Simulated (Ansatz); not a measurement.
# BiPdN: the cost of one run

Computed with Ansatz 0.2.0 (DFT PBE, scalar-relativistic, plane waves, PAW, unless a step's input says otherwise).

**1. The starting structure**

It takes space group P-6m2 (No. 187, hexagonal). The conventional cell has a = 4.007 Å, b = 4.007 Å, c = 4.374 Å, α = 90.00°, β = 90.00°, γ = 120.00°. Around Bi (site symmetry -6m2) lie 3 N at 2.31 Å. Around Pd (site symmetry -6m2) lie 6 Bi at 3.18 Å and 6 N at 3.18 Å. N (site symmetry -6m2) has 3 Bi at 2.31 Å and 6 Pd at 3.18 Å as nearest neighbours.

Structure file:

```xyz
3
Lattice="4.0071 0.0000 0.0000 -2.0035 3.4702 0.0000 0.0000 0.0000 4.3741" Properties=species:S:1:pos:R:3 pbc="T T T"
Bi    2.0035    1.1567    2.1870
Pd    0.0000    0.0000    0.0000
N     0.0000    2.3135    2.1870
```

The cell is invented: species swapped into a database cell of BaSbPt (P-6m2, No. 187), with Pd on the Ba sites, Bi on the Sb sites and N on the Pt sites. Its size is a rough estimate.

**2. The guess as it stands, on a coarse mesh**

input.yaml reads:

```yaml
crystal:
  lattice:
    - [4.00706426, 0.0, 0.0]
    - [-2.00353213, 3.47021945, 0.0]
    - [0.0, 0.0, 4.37409442]
  atoms:
    - { symbol: Bi, position: [0.66666667, 0.33333333, 0.5] }
    - { symbol: Pd, position: [0.0, 0.0, 0.0] }
    - { symbol: "N", position: [0.33333333, 0.66666667, 0.5] }
basis:
  ecutwfc: 420
kpoints:
  mp_grid: { grid: [6, 6, 4] }
hamiltonian:
  xc: pbe
scf:
  occupations: { method: gaussian, width: 0.1 }
  lower_state_search: "off"
output:
  forces: true
  stress: true
  eigenvalues: true
```

The run is started by

```bash
ansatz run input.yaml --threads 1 --pin off --max-ram 2048MiB --backend cpu --events-out ev --progress --plain --runs-dir out
```

**Question.** How long does this run take on 1 thread of Arm Neoverse V1, shared host, and how much memory does it need?

About 2.7 s, with a peak of 0.33 GiB.
